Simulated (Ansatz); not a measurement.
# C4H6Si: two geometries relaxed

Are the two ends of the shift of H10 from Si5 to C4 separate minima, and which lies lower? Each is relaxed from a guess. SMILES of the start: C#CC=C[SiH3].

All numbers below are computed with Ansatz 0.2.0 (RKS r2SCANh/cc-pVDZ).

## 1. Starting point

Bond lengths: C1–C2 1.158 Å, C2–C3 1.417 Å, C3–C4 1.286 Å, C4–Si5 1.877 Å, C1–H6 1.128 Å, C3–H7 1.133 Å, C4–H8 1.074 Å, Si5–H9 1.516 Å, Si5–H10 1.468 Å, Si5–H11 1.459 Å. Angles: C1–C2–C3 178.3°, C2–C1–H6 174.9°, C2–C3–C4 127.2°, C2–C3–H7 114.4°, C4–C3–H7 118.0°, C3–C4–Si5 128.2°, C3–C4–H8 121.1°, Si5–C4–H8 110.3°, C4–Si5–H9 109.8°, C4–Si5–H10 108.0°, C4–Si5–H11 109.3°, H9–Si5–H10 109.3°, H9–Si5–H11 109.3°, H10–Si5–H11 111.1°.

Coordinates:

```xyz
11

C     0.5702    2.0611    1.4215
C     0.6289    0.9257    1.2032
C     0.7370   -0.4653    0.9549
C     0.2741   -1.1128   -0.0551
Si   -0.8692   -0.4905   -1.4072
H     0.4225    3.1667    1.5897
H     1.4093   -1.0192    1.6797
H     0.4104   -2.1744   -0.1425
H    -2.1082    0.1255   -0.7886
H    -0.1490    0.5332   -2.1746
H    -1.2606   -1.6070   -2.2604
```

## 2. Relaxing end A

input.yaml reads:

```yaml
crystal:
  periodic: [false, false, false]
  atoms:
    - { symbol: C, position_ang: [0.5702, 2.0611, 1.4215] }
    - { symbol: C, position_ang: [0.6289, 0.9257, 1.2032] }
    - { symbol: C, position_ang: [0.737, -0.4653, 0.9549] }
    - { symbol: C, position_ang: [0.2741, -1.1128, -0.0551] }
    - { symbol: Si, position_ang: [-0.8692, -0.4905, -1.4072] }
    - { symbol: H, position_ang: [0.4225, 3.1667, 1.5897] }
    - { symbol: H, position_ang: [1.4093, -1.0192, 1.6797] }
    - { symbol: H, position_ang: [0.4104, -2.1744, -0.1425] }
    - { symbol: H, position_ang: [-2.1082, 0.1255, -0.7886] }
    - { symbol: H, position_ang: [-0.149, 0.5332, -2.1746] }
    - { symbol: H, position_ang: [-1.2606, -1.607, -2.2604] }
basis:
  gaussian: { orbitals: cc-pVDZ }
hamiltonian:
  xc: r2scanh
relax:
  f_tol: 0.02
  max_steps: 50
```

On the command line:

```
ansatz run input.yaml --threads 2 --pin off --max-ram 3072MiB --backend cpu --events-out ev --progress --plain --runs-dir out
```

Output (excerpt; [...] marks lines left out):

```text
Warning: RAYON_NUM_THREADS=2 ignored (pool sized by the plan → 2); use --threads N
[...]
Functional definition: r2SCANh
[...]
1124 factors; integrals over basis functions are off by at most 4.4e-4 eV
[...]
mean field -12116.56213384 eV, -445.2754455178 hartree, gradient 4.3e-5 eV, S^2 0.000000; 0 other end points of the search recorded, 0 dependent functions left out
[...]
reference -12116.56214396 eV, -445.2754458896 hartree; 22, 22 occupied and 82, 82 virtual orbitals, 1124 factors
relax step   1: F+E_penalty+E_count = -12116.56213384 eV  Δ(F+E_penalty+E_count) = +0.000e0 eV  max|allowed force component| = 9.159e0 eV/Å  Δτ_max = 0.0000 Å  (26 SCF iters, accepted)
[...]
relax step   3: F+E_penalty+E_count = -12117.00684004 eV  Δ(F+E_penalty+E_count) = +4.000e-4 eV  max|allowed force component| = 1.177e0 eV/Å  Δτ_max = 0.1299 Å  (29 SCF iters, rejected (line search))
[...]
relax step   5: F+E_penalty+E_count = -12117.05648475 eV  Δ(F+E_penalty+E_count) = +1.216e-2 eV  max|allowed force component| = 1.307e0 eV/Å  Δτ_max = 0.0652 Å  (31 SCF iters, rejected (line search))
[...]
relax step   7: F+E_penalty+E_count = -12117.08907982 eV  Δ(F+E_penalty+E_count) = -4.375e-3 eV  max|allowed force component| = 1.202e-1 eV/Å  Δτ_max = 0.0500 Å  (31 SCF iters, accepted)
[...]
relax step   9: F+E_penalty+E_count = -12117.09097736 eV  Δ(F+E_penalty+E_count) = -5.738e-4 eV  max|allowed force component| = 2.812e-2 eV/Å  Δτ_max = 0.0378 Å  (31 SCF iters, accepted)
[...]
relax step  10: F+E_penalty+E_count = -12117.09101746 eV  Δ(F+E_penalty+E_count) = -4.009e-5 eV  max|allowed force component| = 1.407e-2 eV/Å  Δτ_max = 0.0065 Å  (24 SCF iters, accepted)
1124 factors; integrals over basis functions are off by at most 5.1e-4 eV
mean field -12117.09101746 eV, -445.2948816323 hartree, gradient 1.8e-5 eV, S^2 0.000000; 1 other end points of the search recorded, 0 dependent functions left out
[...]
reference -12117.09102750 eV, -445.2948820014 hartree; 22, 22 occupied and 82, 82 virtual orbitals, 1124 factors
Total energy: -12117.09102750 eV, -445.2948820014 hartree
Atom 0 at     0.475881     2.075758     1.329312 Å, force     0.000062     0.000974    -0.002743 eV/Å
Atom 1 at     0.628081     0.880170     1.162990 Å, force     0.001559    -0.001723     0.004915 eV/Å
Atom 2 at     0.807790    -0.515840     0.971751 Å, force     0.009855     0.003375     0.009120 eV/Å
Atom 3 at     0.246112    -1.208612    -0.042975 Å, force    -0.007459    -0.013477    -0.013015 eV/Å
Atom 4 at    -0.858563    -0.430266    -1.353803 Å, force     0.008457     0.010232     0.014071 eV/Å
Atom 5 at     0.339650     3.128940     1.471457 Å, force    -0.000472    -0.003652    -0.000515 eV/Å
Atom 6 at     1.443953    -1.021197     1.707781 Å, force    -0.005874     0.003163    -0.005069 eV/Å
Atom 7 at     0.458412    -2.282278    -0.086676 Å, force     0.001053     0.006862     0.003822 eV/Å
Atom 8 at    -2.059473     0.200571    -0.724846 Å, force    -0.004584    -0.004722    -0.004719 eV/Å
Atom 9 at    -0.113388     0.617579    -2.117340 Å, force    -0.002065    -0.004230    -0.005919 eV/Å
Atom 10 at    -1.303055    -1.501824    -2.297052 Å, force    -0.000532     0.003198     0.000052 eV/Å
Dipole moment:     0.068901    -0.028812     0.087763 e Å
```

Run time: 45 s. Hardware: 2 threads of Arm Neoverse V1, shared host; peak memory 0.24 GiB.

The steps of the relaxation:

```tsv
step	energy from step 1 (eV)	largest force component (eV/Å)
1	0.0000	9.1588
2	-0.4451	1.3843
3x	-0.4447	1.1773
4	-0.5065	0.5696
5x	-0.4944	1.3067
6	-0.5226	0.2375
7	-0.5269	0.1202
8	-0.5283	0.0386
9	-0.5288	0.0281
10	-0.5289	0.0141
```

Step 1 is the start. 2 steps were tried and not accepted (marked x).

After: Bond lengths: C1–C2 1.217 Å, C2–C3 1.420 Å, C3–C4 1.351 Å, C4–Si5 1.883 Å, C1–H6 1.071 Å, C3–H7 1.096 Å, C4–H8 1.095 Å, Si5–H9 1.495 Å, Si5–H10 1.495 Å, Si5–H11 1.495 Å. Angles: C1–C2–C3 179.9°, C2–C1–H6 179.7°, C2–C3–C4 123.5°, C2–C3–H7 115.9°, C4–C3–H7 120.6°, C3–C4–Si5 123.7°, C3–C4–H8 116.9°, Si5–C4–H8 119.4°, C4–Si5–H9 110.7°, C4–Si5–H10 110.7°, C4–Si5–H11 108.5°, H9–Si5–H10 108.6°, H9–Si5–H11 109.2°, H10–Si5–H11 109.2°.

## 3. End point B

The second end starts from a geometry with the move made by hand.

Changes to input.yaml since step 2:

```diff
@@ -12,3 +12,3 @@
     - { symbol: H, position_ang: [-2.1082, 0.1255, -0.7886] }
-    - { symbol: H, position_ang: [-0.149, 0.5332, -2.1746] }
+    - { symbol: H, position_ang: [0.74792, -0.16841, -0.32289] }
     - { symbol: H, position_ang: [-1.2606, -1.607, -2.2604] }
```

On the command line:

```
ansatz run input.yaml --threads 2 --pin off --max-ram 3072MiB --backend cpu --events-out ev --progress --plain --runs-dir out
```

Output (excerpt; [...] marks lines left out):

```text
Warning: RAYON_NUM_THREADS=2 ignored (pool sized by the plan → 2); use --threads N
[...]
Functional definition: r2SCANh
[...]
1123 factors; integrals over basis functions are off by at most 3.5e-4 eV
[...]
mean field -12111.98625874 eV, -445.1072852094 hartree, gradient 4.0e-5 eV, S^2 0.000000; 0 other end points of the search recorded, 0 dependent functions left out
[...]
reference -12111.98626828 eV, -445.1072855601 hartree; 22, 22 occupied and 82, 82 virtual orbitals, 1123 factors
relax step   1: F+E_penalty+E_count = -12111.98625874 eV  Δ(F+E_penalty+E_count) = +0.000e0 eV  max|allowed force component| = 9.369e0 eV/Å  Δτ_max = 0.0000 Å  (29 SCF iters, accepted)
[...]
relax step   7: F+E_penalty+E_count = -12114.75902706 eV  Δ(F+E_penalty+E_count) = -2.413e-1 eV  max|allowed force component| = 1.821e0 eV/Å  Δτ_max = 0.1954 Å  (31 SCF iters, accepted)
[...]
relax step  13: F+E_penalty+E_count = -12117.02419737 eV  Δ(F+E_penalty+E_count) = -1.498e-1 eV  max|allowed force component| = 2.930e-1 eV/Å  Δτ_max = 0.2000 Å  (30 SCF iters, accepted)
[...]
relax step  19: F+E_penalty+E_count = -12117.08658146 eV  Δ(F+E_penalty+E_count) = -1.515e-3 eV  max|allowed force component| = 3.972e-2 eV/Å  Δτ_max = 0.0205 Å  (31 SCF iters, accepted)
[...]
relax step  25: F+E_penalty+E_count = -12117.08783441 eV  Δ(F+E_penalty+E_count) = -3.382e-4 eV  max|allowed force component| = 6.483e-2 eV/Å  Δτ_max = 0.0238 Å  (31 SCF iters, accepted)
relax step  26: F+E_penalty+E_count = -12117.08842391 eV  Δ(F+E_penalty+E_count) = -5.895e-4 eV  max|allowed force component| = 5.266e-2 eV/Å  Δτ_max = 0.0308 Å  (31 SCF iters, accepted)
```

## 4. The log goes on: end point B relaxed

The log, continued (excerpt; [...] marks lines left out):

```text
relax step  27: F+E_penalty+E_count = -12117.08907759 eV  Δ(F+E_penalty+E_count) = -6.537e-4 eV  max|allowed force component| = 6.509e-2 eV/Å  Δτ_max = 0.0885 Å  (30 SCF iters, accepted)
[...]
relax step  33: F+E_penalty+E_count = -12117.09100537 eV  Δ(F+E_penalty+E_count) = -5.867e-5 eV  max|allowed force component| = 2.471e-2 eV/Å  Δτ_max = 0.0159 Å  (24 SCF iters, accepted)
[...]
relax step  34: F+E_penalty+E_count = -12117.09106983 eV  Δ(F+E_penalty+E_count) = -6.446e-5 eV  max|allowed force component| = 1.070e-2 eV/Å  Δτ_max = 0.0069 Å  (23 SCF iters, accepted)
1123 factors; integrals over basis functions are off by at most 5.7e-4 eV
[...]
mean field -12117.09106983 eV, -445.2948835571 hartree, gradient 2.6e-5 eV, S^2 0.000000; 1 other end points of the search recorded, 0 dependent functions left out
[...]
Atom 1 at     0.621394     0.872141     1.333014 Å, force     0.001084    -0.003840    -0.010702 eV/Å
Atom 2 at     0.752377    -0.540260     1.259725 Å, force    -0.002448    -0.002543     0.003105 eV/Å
Atom 3 at     0.272225    -1.281464     0.237057 Å, force     0.000400    -0.000213     0.000666 eV/Å
Atom 4 at    -0.640859    -0.555375    -1.240334 Å, force    -0.002305     0.002422     0.005925 eV/Å
Atom 5 at     0.408280     3.147509     1.442127 Å, force     0.000089    -0.000088    -0.002519 eV/Å
Atom 6 at     1.276540    -1.016500     2.096286 Å, force    -0.000483     0.000465    -0.002522 eV/Å
Atom 7 at     0.434383    -2.363167     0.291311 Å, force     0.000954     0.000407     0.001206 eV/Å
Atom 8 at    -1.870396     0.170849    -0.798661 Å, force    -0.007947     0.001819     0.004827 eV/Å
Atom 9 at     0.234256     0.398470    -1.987717 Å, force     0.009043     0.004125    -0.006479 eV/Å
Atom 10 at    -1.035035    -1.672970    -2.151391 Å, force     0.001551    -0.006637    -0.003062 eV/Å
Dipole moment:     0.057876    -0.024538     0.098121 e Å
```

It took 2.3 min on 2 threads of Arm Neoverse V1, shared host; peak memory 0.24 GiB.

Step by step, one in 2:

```tsv
step	energy from step 1 (eV)	largest force component (eV/Å)
1	0.0000	9.3695
3	-1.9087	1.1739
5	-2.3390	1.2643
7	-2.7728	1.8207
9	-3.7145	1.8279
11	-4.6503	0.8461
13	-5.0379	0.2930
15x	-5.0774	0.6940
17	-5.0958	0.3482
19	-5.1003	0.0397
21	-5.1007	0.0213
23	-5.1008	0.0101
25	-5.1016	0.0648
27	-5.1028	0.0651
29	-5.1038	0.0620
31	-5.1046	0.0299
33	-5.1047	0.0247
34	-5.1048	0.0107
```

Step 1 is the start. 2 steps were tried and not accepted (marked x).

After: Bond lengths: C1–C2 1.217 Å, C2–C3 1.420 Å, C3–C4 1.351 Å, C4–Si5 1.882 Å, C1–H6 1.071 Å, C3–H7 1.096 Å, C4–H8 1.095 Å, Si5–H9 1.495 Å, Si5–H10 1.495 Å, Si5–H11 1.495 Å. Angles: C1–C2–C3 179.8°, C2–C1–H6 179.9°, C2–C3–C4 123.5°, C2–C3–H7 115.9°, C4–C3–H7 120.6°, C3–C4–Si5 123.7°, C3–C4–H8 116.9°, Si5–C4–H8 119.5°, C4–Si5–H9 110.8°, C4–Si5–H10 110.8°, C4–Si5–H11 108.5°, H9–Si5–H10 108.6°, H9–Si5–H11 109.1°, H10–Si5–H11 109.1°.

Pairs that crossed the distance rule for bonds on the way: came closer Si5–H10; moved apart C4–H10.

## 5. Outcome

```
                           quantity                     value
                              end A   7 moves, 0.529 eV lower
                              end B  31 moves, 5.105 eV lower
largest difference between the ends                    0.01 Å
            end B relative to end A                 -0.000 eV
```

In words: The two relaxations end at one structure, within 0.01 Å: no second minimum was found from this start, which doesn't rule one out.
